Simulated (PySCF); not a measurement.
# OsS3F2: forces at shaken geometries

Aim: move all atoms of relaxed OsS3F2 at random and read energies and forces. It is a constructed species; whether it can be made isn't addressed.

Method: B3LYP, Os def2-SVP with ECP60, S def2-SVP, F def2-SVP; scalar-relativistic core potentials, no spin–orbit coupling; program: PySCF 2.14.0.

2 further runs of the same task are left out: 2 for a known fault of the program.

## 1. The system as given

6 atoms, charge 0, spin multiplicity 1.

Bond lengths: Os1–S2 2.128 Å, Os1–S3 2.128 Å, Os1–S4 2.129 Å, Os1–F5 1.933 Å, Os1–F6 1.933 Å. Angles: S2–Os1–S3 119.8°, S2–Os1–S4 120.1°, S2–Os1–F5 90.0°, S2–Os1–F6 90.0°, S3–Os1–S4 120.1°, S3–Os1–F5 90.0°, S3–Os1–F6 90.0°, S4–Os1–F5 90.0°, S4–Os1–F6 90.0°, F5–Os1–F6 180.0°.

Geometry (Å):

```
Os   -0.0467    0.0000    0.0000
S    -1.1134    0.0000    1.8417
S    -1.1134    0.0000   -1.8417
S     2.0818    0.0000    0.0000
F    -0.0459    1.9330    0.0000
F    -0.0459   -1.9330    0.0000
```

Formal oxidation states: Os +8. An earlier session relaxed this geometry at B3LYP, Os def2-SVP with ECP60, S def2-SVP, F def2-SVP (singlet, point group D3h).

Its energy there is -1484.530907 Eh.

## 2. Atoms moved at random, σ = 0.06 Å

Contents of run.py (the lines that set the calculation):

```python
mol = gto.M(atom='''
Os    -0.12452     0.00175     0.05635
S     -1.04292    -0.02374     1.87225
S     -1.05126     0.02121    -1.87890
S      2.01228    -0.04075    -0.03863
F     -0.06266     2.00707    -0.08441
F     -0.01436    -1.96553     0.07335''',
    basis={'Os': 'def2-SVP', 'S': 'def2-SVP', 'F': 'def2-SVP'},
    ecp={'Os': 'def2-SVP'},
    charge=0, spin=0)
mf = dft.RKS(mol, xc='B3LYP')
mf.grids.atom_grid = (50, 194)
mf = mf.density_fit()  # fitting sets: Os def2-universal-JKFIT, S def2-universal-JKFIT, F def2-universal-JKFIT
mf.conv_tol = 1e-08; mf.max_cycle = 55
mf.kernel(dm0)  # dm0: the density of the relaxed state
```

Run with:

```sh
OMP_NUM_THREADS=2 python run.py
```

Output:

```text
init E= -1484.49442568247
  HOMO = -0.297935037270016  LUMO = -0.21561557576071  gap/eV = 2.24003
cycle= 1 E= -1484.50574320552  delta_E= -0.0113  |g|= 0.218  |ddm|= 0.514
  HOMO = -0.275733618244222  LUMO = -0.185852542750214  gap/eV = 2.44579
cycle= 2 E= -1484.31723399402  delta_E= 0.189  |g|= 0.873  |ddm|= 1.01
  HOMO = -0.293543087585585  LUMO = -0.206396943537035  gap/eV = 2.37137
cycle= 3 E= -1484.51235362365  delta_E= -0.195  |g|= 0.151  |ddm|= 0.827
  HOMO = -0.295918429332925  LUMO = -0.206836850152669  gap/eV = 2.42403
cycle= 4 E= -1484.5176161853  delta_E= -0.00526  |g|= 0.05  |ddm|= 0.192
  HOMO = -0.294674814138415  LUMO = -0.205946726190654  gap/eV = 2.41441
cycle= 5 E= -1484.51832912155  delta_E= -0.000713  |g|= 0.023  |ddm|= 0.0782
  HOMO = -0.295051444471872  LUMO = -0.205808515529291  gap/eV = 2.42842
cycle= 6 E= -1484.5184016849  delta_E= -7.26e-05  |g|= 0.0152  |ddm|= 0.0389
  HOMO = -0.295247060290588  LUMO = -0.206260884968842  gap/eV = 2.42144
cycle= 7 E= -1484.51846771487  delta_E= -6.6e-05  |g|= 0.00714  |ddm|= 0.025
  HOMO = -0.295156487232992  LUMO = -0.206076002939095  gap/eV = 2.42400
cycle= 8 E= -1484.51848244222  delta_E= -1.47e-05  |g|= 0.00134  |ddm|= 0.00814
  HOMO = -0.295148362515708  LUMO = -0.206072370253698  gap/eV = 2.42388
cycle= 9 E= -1484.51848277926  delta_E= -3.37e-07  |g|= 0.000776  |ddm|= 0.00174
  HOMO = -0.295145386050972  LUMO = -0.206062352683819  gap/eV = 2.42407
cycle= 10 E= -1484.51848291961  delta_E= -1.4e-07  |g|= 0.00022  |ddm|= 0.000931
  HOMO = -0.295146836914306  LUMO = -0.206062458966802  gap/eV = 2.42411
cycle= 11 E= -1484.51848294166  delta_E= -2.21e-08  |g|= 6.04e-05  |ddm|= 0.000458
  HOMO = -0.295148396443551  LUMO = -0.206064618541558  gap/eV = 2.42409
cycle= 12 E= -1484.51848294363  delta_E= -1.96e-09  |g|= 8.56e-06  |ddm|= 0.000149
  HOMO = -0.295148525417049  LUMO = -0.206064821222162  gap/eV = 2.42409
Extra cycle  E= -1484.51848294361  delta_E= 2.07e-11  |g|= 1.97e-05  |ddm|= 4.94e-05
converged SCF energy = -1484.51848294361
```

Wall time 5.2 s (2 threads of Arm Neoverse V1, shared host).

Result: E = -1484.518483 Eh (+0.338 eV from the relaxed state), HOMO -8.03 eV, LUMO -5.61 eV, Mulliken charge on Os1 +0.63 e, largest force component 3.607 eV/Å. 

```tsv
atom	Fx	Fy	Fz (eV/Å)
Os1	2.792	0.629	-3.607
S2	-1.521	0.201	2.418
S3	-0.343	-0.234	0.498
S4	-0.246	0.224	0.278
F5	-0.226	-1.369	0.469
F6	-0.456	0.549	-0.056
```

## 3. Atoms moved at random, σ = 0.06 Å

Contents of run.py (the lines that set the calculation):

```python
mol = gto.M(atom='''
Os    -0.05941    -0.09945    -0.08852
S     -1.09438     0.07025     1.79979
S     -1.15871    -0.09488    -1.76676
S      2.09427     0.05346    -0.00232
F      0.05396     2.00433    -0.01435
F     -0.11917    -1.93372     0.07217''',
    basis={'Os': 'def2-SVP', 'S': 'def2-SVP', 'F': 'def2-SVP'},
    ecp={'Os': 'def2-SVP'},
    charge=0, spin=0)
mf = dft.RKS(mol, xc='B3LYP')
mf.grids.atom_grid = (50, 194)
mf = mf.density_fit()  # fitting sets: Os def2-universal-JKFIT, S def2-universal-JKFIT, F def2-universal-JKFIT
mf.conv_tol = 1e-08; mf.max_cycle = 55
mf.kernel(dm0)  # dm0: the density of the relaxed state
```

Run with:

```sh
OMP_NUM_THREADS=2 python run.py
```

Output:

```text
init E= -1484.49402424819
  HOMO = -0.303124805619539  LUMO = -0.219741720995521  gap/eV = 2.26897
cycle= 1 E= -1484.46957564602  delta_E= 0.0244  |g|= 0.385  |ddm|= 0.77
  HOMO = -0.218959914957738  LUMO = -0.190565803499727  gap/eV = 0.77264
cycle= 2 E= -1484.06305587454  delta_E= 0.407  |g|= 1.32  |ddm|= 1.64
  HOMO = -0.285158480498469  LUMO = -0.194060150947686  gap/eV = 2.47891
cycle= 3 E= -1484.48983845231  delta_E= -0.427  |g|= 0.267  |ddm|= 1.36
  HOMO = -0.291474242558444  LUMO = -0.207296295295199  gap/eV = 2.29060
cycle= 4 E= -1484.49778869452  delta_E= -0.00795  |g|= 0.179  |ddm|= 0.392
  HOMO = -0.293951737042503  LUMO = -0.203384554466234  gap/eV = 2.46446
cycle= 5 E= -1484.5049450786  delta_E= -0.00716  |g|= 0.0919  |ddm|= 0.256
  HOMO = -0.293020186651956  LUMO = -0.203829843471779  gap/eV = 2.42699
cycle= 6 E= -1484.50657264082  delta_E= -0.00163  |g|= 0.039  |ddm|= 0.113
  HOMO = -0.293698868865885  LUMO = -0.203880597971441  gap/eV = 2.44408
cycle= 7 E= -1484.50689209123  delta_E= -0.000319  |g|= 0.0232  |ddm|= 0.061
  HOMO = -0.293526565322529  LUMO = -0.203960764279594  gap/eV = 2.43721
cycle= 8 E= -1484.50703135253  delta_E= -0.000139  |g|= 0.0089  |ddm|= 0.0289
  HOMO = -0.293376230729152  LUMO = -0.203697549518852  gap/eV = 2.44028
cycle= 9 E= -1484.50705359169  delta_E= -2.22e-05  |g|= 0.00254  |ddm|= 0.0114
  HOMO = -0.293343702262472  LUMO = -0.203682397829122  gap/eV = 2.43981
cycle= 10 E= -1484.50705571298  delta_E= -2.12e-06  |g|= 0.000726  |ddm|= 0.0043
  HOMO = -0.293377093023504  LUMO = -0.2037082670115  gap/eV = 2.44001
cycle= 11 E= -1484.50705594079  delta_E= -2.28e-07  |g|= 0.000268  |ddm|= 0.00153
  HOMO = -0.293381820543642  LUMO = -0.203711360515327  gap/eV = 2.44006
cycle= 12 E= -1484.50705596996  delta_E= -2.92e-08  |g|= 5.42e-05  |ddm|= 0.000627
  HOMO = -0.293382322179076  LUMO = -0.203710988462324  gap/eV = 2.44008
cycle= 13 E= -1484.50705597159  delta_E= -1.63e-09  |g|= 2.27e-05  |ddm|= 0.000193
  HOMO = -0.293383246295619  LUMO = -0.203711354884463  gap/eV = 2.44010
Extra cycle  E= -1484.50705596975  delta_E= 1.83e-09  |g|= 8.31e-05  |ddm|= 0.000115
converged SCF energy = -1484.50705596975
```

It took 5.3 s on 2 threads of Arm Neoverse V1, shared host.

Result: E = -1484.507056 Eh (+0.649 eV from the relaxed state), HOMO -7.98 eV, LUMO -5.54 eV, Mulliken charge on Os1 +0.63 e, largest force component 5.012 eV/Å. 

```tsv
atom	Fx	Fy	Fz (eV/Å)
Os1	2.454	4.060	5.012
S2	0.134	0.195	-0.666
S3	-1.933	0.456	-3.462
S4	-0.622	-0.208	-0.449
F5	-0.307	-2.108	-0.392
F6	0.274	-2.394	-0.043
```

## 4. Atoms moved at random, σ = 0.06 Å

Contents of run.py (the lines that set the calculation):

```python
mol = gto.M(atom='''
Os    -0.00333     0.10701     0.07643
S     -1.08684    -0.09365     1.89120
S     -1.16212     0.00920    -1.92240
S      2.09554    -0.08549    -0.02043
F     -0.07142     1.99280     0.00695
F     -0.05527    -1.92986    -0.03175''',
    basis={'Os': 'def2-SVP', 'S': 'def2-SVP', 'F': 'def2-SVP'},
    ecp={'Os': 'def2-SVP'},
    charge=0, spin=0)
mf = dft.RKS(mol, xc='B3LYP')
mf.grids.atom_grid = (50, 194)
mf = mf.density_fit()  # fitting sets: Os def2-universal-JKFIT, S def2-universal-JKFIT, F def2-universal-JKFIT
mf.conv_tol = 1e-08; mf.max_cycle = 55
mf.kernel(dm0)  # dm0: the density of the relaxed state
```

Run with:

```sh
OMP_NUM_THREADS=2 python run.py
```

Output:

```text
init E= -1484.4198877312
  HOMO = -0.329707375587016  LUMO = -0.253471187294281  gap/eV = 2.07449
cycle= 1 E= -1484.46425679284  delta_E= -0.0444  |g|= 0.43  |ddm|= 0.809
  HOMO = -0.217854930694047  LUMO = -0.175271357199444  gap/eV = 1.15876
cycle= 2 E= -1483.90715704343  delta_E= 0.557  |g|= 1.39  |ddm|= 1.87
  HOMO = -0.288348745680863  LUMO = -0.209236572724562  gap/eV = 2.15275
cycle= 3 E= -1484.48845028861  delta_E= -0.581  |g|= 0.272  |ddm|= 1.72
  HOMO = -0.283887212098178  LUMO = -0.207856327769477  gap/eV = 2.06891
cycle= 4 E= -1484.50581086517  delta_E= -0.0174  |g|= 0.156  |ddm|= 0.44
  HOMO = -0.29162700337929  LUMO = -0.207365253625774  gap/eV = 2.29288
cycle= 5 E= -1484.50481793663  delta_E= 0.000993  |g|= 0.184  |ddm|= 0.303
  HOMO = -0.29057043153968  LUMO = -0.210778544086926  gap/eV = 2.17125
cycle= 6 E= -1484.51278509875  delta_E= -0.00797  |g|= 0.0352  |ddm|= 0.175
  HOMO = -0.289940892503265  LUMO = -0.209599238143065  gap/eV = 2.18621
cycle= 7 E= -1484.51292623681  delta_E= -0.000141  |g|= 0.0209  |ddm|= 0.0465
  HOMO = -0.289774869793804  LUMO = -0.209365754794086  gap/eV = 2.18804
cycle= 8 E= -1484.51302221559  delta_E= -9.6e-05  |g|= 0.0116  |ddm|= 0.0342
  HOMO = -0.289847075973109  LUMO = -0.209355022449645  gap/eV = 2.19030
cycle= 9 E= -1484.51306585582  delta_E= -4.36e-05  |g|= 0.0018  |ddm|= 0.0142
  HOMO = -0.28983642155317  LUMO = -0.20931584659191  gap/eV = 2.19108
cycle= 10 E= -1484.51306693272  delta_E= -1.08e-06  |g|= 0.000699  |ddm|= 0.00353
  HOMO = -0.289879026281983  LUMO = -0.209344154025735  gap/eV = 2.19147
cycle= 11 E= -1484.51306717808  delta_E= -2.45e-07  |g|= 8.53e-05  |ddm|= 0.00146
  HOMO = -0.289880065960386  LUMO = -0.209344760835226  gap/eV = 2.19148
cycle= 12 E= -1484.51306718727  delta_E= -9.19e-09  |g|= 6.53e-05  |ddm|= 0.00054
  HOMO = -0.289870215805576  LUMO = -0.209342766068462  gap/eV = 2.19126
Extra cycle  E= -1484.51306714833  delta_E= 3.89e-08  |g|= 0.000351  |ddm|= 0.000461
converged SCF energy = -1484.51306714833
```

Run time: 5.1 s. Hardware: 2 threads of Arm Neoverse V1, shared host.

Read off: E = -1484.513067 Eh (+0.485 eV from the relaxed state), HOMO -7.89 eV, LUMO -5.70 eV, Mulliken charge on Os1 +0.64 e, largest force component 3.208 eV/Å. 

```tsv
atom	Fx	Fy	Fz (eV/Å)
Os1	-2.105	-2.305	-3.208
S2	0.316	0.124	-0.073
S3	1.463	0.111	2.587
S4	0.086	0.166	0.261
F5	0.176	0.474	0.257
F6	0.064	1.431	0.175
```

## 5. The displacements side by side

| σ (Å) | energy rise (eV) | harmonic estimate −½ F·u (eV) | largest force component (eV/Å) |
| --- | --- | --- | --- |
| 0.06 | 0.338 | 0.339 | 3.61 |
| 0.06 | 0.649 | 0.632 | 5.01 |
| 0.06 | 0.485 | 0.432 | 3.21 |

Every displacement raises the energy. For a harmonic well the rise equals −½ F·u; the two differ by at most 11 % here (a move with σ = 0.06 Å), from anharmonicity, the grid and the small forces left at the relaxed point. The bases are small and lack diffuse functions. Spin–orbit coupling is left out.
